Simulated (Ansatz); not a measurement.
This was printed by a script on the Python package of Ansatz (0.2.0), for a convergence test of the k-point mesh of LiMg2, space group R32. What did the script look like? Use (first run): r2SCAN, PAW, cutoff 630 eV, 2×2×2 k-points, Methfessel-Paxton smearing of 0.02 eV, D4 dispersion. The script varies spacing (1/A): 1.0, 0.6, 0.4, 0.3.

Contents of `limg2.cif`:
```cif
data_LiMg2
_cell_length_a 5.941977
_cell_length_b 5.941977
_cell_length_c 5.941977
_cell_angle_alpha 54.29227
_cell_angle_beta 54.29227
_cell_angle_gamma 54.29227
_symmetry_space_group_name_H-M 'P 1'
_symmetry_Int_Tables_number 1
loop_
_symmetry_equiv_pos_as_xyz
'x, y, z'
loop_
_atom_site_label
_atom_site_type_symbol
_atom_site_fract_x
_atom_site_fract_y
_atom_site_fract_z
Li1 Li    0.833767    0.833767    0.833767
Li2 Li    0.166233    0.166233    0.166233
Mg3 Mg    0.330415    0.000000    0.669585
Mg4 Mg    0.000000    0.669585    0.330415
Mg5 Mg    0.500000    0.500000    0.500000
Mg6 Mg    0.669585    0.330415    0.000000
```

`python limg2.py` gives:
```text
INFO:run:1.0: +140.58 meV/atom
INFO:run:0.6: -8.44 meV/atom
INFO:run:0.4: -5.51 meV/atom
```

One script that gives this output:

`limg2.py`
```python
"""Convergence of LiMg2 with the k-point mesh."""

import csv
import logging
import sys
import warnings

import ansatz as az
from ase.io import read

logging.basicConfig(stream=sys.stdout, format="%(levelname)s:%(name)s:%(message)s")
logger = logging.getLogger("run")
logger.setLevel(logging.INFO)


def main() -> None:
    warnings.simplefilter("ignore", az.DeckWarning)

    atoms = read("limg2.cif")
    crystal = az.Crystal.from_ase(atoms)

    calculation = crystal.calculation()
    calculation = calculation.scf(tolerance=1e-05, max_iterations=60, self_checks="high").basis(630)
    calculation = calculation.functional("r2SCAN", dispersion="D4").occupations("methfessel_paxton", width=0.02)

    rows = []
    for value in [1.0, 0.6, 0.4, 0.3]:
        data = calculation.kpoints(spacing=value).run(threads=1, backend="cpu").report
        rows.append((value, data["free_energy_ev"] / len(data["lattice"]["sites"]), data["n_iterations"], data["n_kpoints"]))

    with open("kconv.csv", "w", newline="") as handle:
        writer = csv.writer(handle)
        writer.writerow(["spacing (1/A)", "F/atom (eV)", "iterations", "k-points"])
        writer.writerows([round(v, 5) if isinstance(v, float) else v for v in row] for row in rows)

    # the last row is the reference
    for row in rows[:-1]:
        shift = 1000 * (row[1] - rows[-1][1])
        logger.info(f"{row[0]}: {shift:+.2f} meV/atom" + ("  (within 2 meV)" if abs(shift) < 2 else ""))


if __name__ == "__main__":
    main()
```

Reading the output:
- Dispersion corrections can be off by several per cent in the lattices of metals, and by several GPa in the pressure at a fixed cell.
- This cell is a computed structure, which may not be the phase found in nature.
- Shifts are counted from the finest mesh, which is itself no proven limit.
- Finished in 37 s on 1 thread of Arm Neoverse V2, on a shared host, peak memory 0.86 GiB.
